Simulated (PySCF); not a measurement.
# C3H5BOTe: the cost of one run

Computed with PySCF 2.14.0 and routines of our own; the level stands in each step. Atoms count from 0.

### Step 1. The starting structure

11 atoms, charge 0, multiplicity 1; geometry from: GFN2-xTB.

### Step 2. Optimising the geometry at PBE0-D3(BJ)/def2-SVP

What the job is given:

```
{"job": {"xc": "PBE0", "basis": "def2-SVP", "d3": "d3bj", "grid": 1, "maxiter": 30, "shake": 0.01, "kind": "geom"}, "charge": 0, "multiplicity": 1}
B      0.356890    -1.298780     0.118790
C      1.352420    -0.095930     0.057200
C      1.076980     1.135160     0.491690
Te    -0.817330     1.741010     1.069520
C     -1.642660     0.075710    -0.119700
O     -0.993550    -1.122970     0.119190
H      0.712770    -2.383150     0.243260
H      2.394860    -0.297280    -0.243740
H      1.852730     1.909440     0.606810
H     -2.695390    -0.042440     0.149900
H     -1.559600     0.353410    -1.153810
```

The run is started by

```
> OMP_NUM_THREADS=1 python heavy_run.py task.json out
```

This one command runs all jobs of the session in turn.

**Question.** How long does this first job take on 1 thread of Arm Neoverse N1, shared host, and how much memory does it need?

About 73 s, with a peak of 0.52 GiB.
